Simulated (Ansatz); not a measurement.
# BH2F + H2: a complex and its separated parts

The complex below is one end of an elementary step. How strongly is it bound against its free parts?

Method: PBE0-D4/def2-TZVP structures, single points in def2-TZVPP, no counterpoise correction; program: Ansatz 0.2.0, Gaussian basis.

Levels: SPW92, PBE-D4, BLYP-D4, r2SCAN-D4, B97M-V, PBE0-D4, B3LYP-D4, r2SCAN0-D4, BHLYP-D4, CAM-B3LYP-D4, wB97X-V, wB97M-V, B2PLYP, PBE-QIDH, RPA on PBE, Hartree-Fock, MP2, CCSD, CCSD(T).

Cores are frozen in the correlated methods. B3LYP uses VWN-RPA correlation. B2PLYP carries no dispersion term here.

94 further runs of the same task are left out: 94 set aside as unsound or not needed.

## (1) The starting structure

The complex: 6 atoms, charge 0, spin multiplicity 1.

Atoms are counted from 1 here; the program's logs count them from 0.

Bond lengths: B1–H3 1.197 Å, B1–H4 1.197 Å, B1–F6 1.318 Å, H2–H5 0.747 Å. Angles: H3–B1–H4 124.2°, H3–B1–F6 117.9°, H4–B1–F6 117.9°.

As a file:

```xyz
6

B    -0.62361   -0.55826   -0.42350
H     1.02008    1.49059    0.67114
H    -0.26474   -0.13248   -1.48350
H    -1.49204   -0.06893    0.23989
H     1.39773    0.91519    0.96190
F    -0.03743   -1.64611    0.03406
```

Its parts: BH2F holds atoms 1, 3, 4, 6; H2 holds atoms 2, 5. Each part counts its atoms afresh in its own runs.

## (2) Relaxing BH2F alone

Contents of relax-a/in.yaml:

```yaml
crystal:
  periodic: [false, false, false]
  atoms:
    - {symbol: B, position_ang: [-0.623609, -0.558257, -0.423496]}
    - {symbol: H, position_ang: [-0.264736, -0.132483, -1.483499]}
    - {symbol: H, position_ang: [-1.492036, -0.068935, 0.239888]}
    - {symbol: F, position_ang: [-0.037426, -1.646108, 0.034063]}
basis:
  gaussian: {orbitals: def2-TZVP}
hamiltonian: {xc: pbe0, dispersion: d4}
relax: {f_tol: 0.005, max_steps: 200}
```

The run is started by

```console
$ ansatz run in.yaml --threads 2 --pin off --events-out ev --progress --plain --max-ram 4352MiB
```

The runs that follow: Relaxing H2 alone; SPW92/def2-TZVPP; PBE-D4/def2-TZVPP; BLYP-D4/def2-TZVPP; r2SCAN-D4/def2-TZVPP; B97M-V/def2-TZVPP; PBE0-D4/def2-TZVPP; B3LYP-D4/def2-TZVPP; r2SCAN0-D4/def2-TZVPP; BHLYP-D4/def2-TZVPP; CAM-B3LYP-D4/def2-TZVPP; wB97X-V/def2-TZVPP; wB97M-V/def2-TZVPP; B2PLYP/def2-TZVPP; PBE-QIDH/def2-TZVPP; RPA on PBE/def2-TZVPP; CCSD(T)/def2-TZVPP; Vibrations of BH2F; Vibrations of H2.

Before running it: what results should come out? Wanted: complex less parts, CCSD(T)/def2-TZVPP; with zero-point energy; largest T1 diagnostic.

The runs gave:

```
                              quantity         value
complex less parts, CCSD(T)/def2-TZVPP  -1.96 kJ/mol
                with zero-point energy  +1.89 kJ/mol
                 largest T1 diagnostic         0.014
```

At CCSD(T) the complex lies 1.96 kJ/mol below its parts. Among the functionals B3LYP-D4 lands nearest to CCSD(T) (+0.17 kJ/mol) and SPW92 farthest (-4.86 kJ/mol). Mean unsigned error by rung: LDA 4.86, GGA 1.03, meta-GGA 0.47, hybrid 0.48, range-separated hybrid 0.53, double hybrid 0.75 kJ/mol. PBE-D4 gives a relative energy 1.31 kJ/mol too low, an error of 67 % of the reference. The complex's frequency run has imaginary modes: the structure is no minimum, so both the energy and the zero-point correction are in doubt. No counterpoise was applied, and triple zeta lacks some correlation, so the CCSD(T) reference has a basis error of its own, and close matches with it are partly luck.
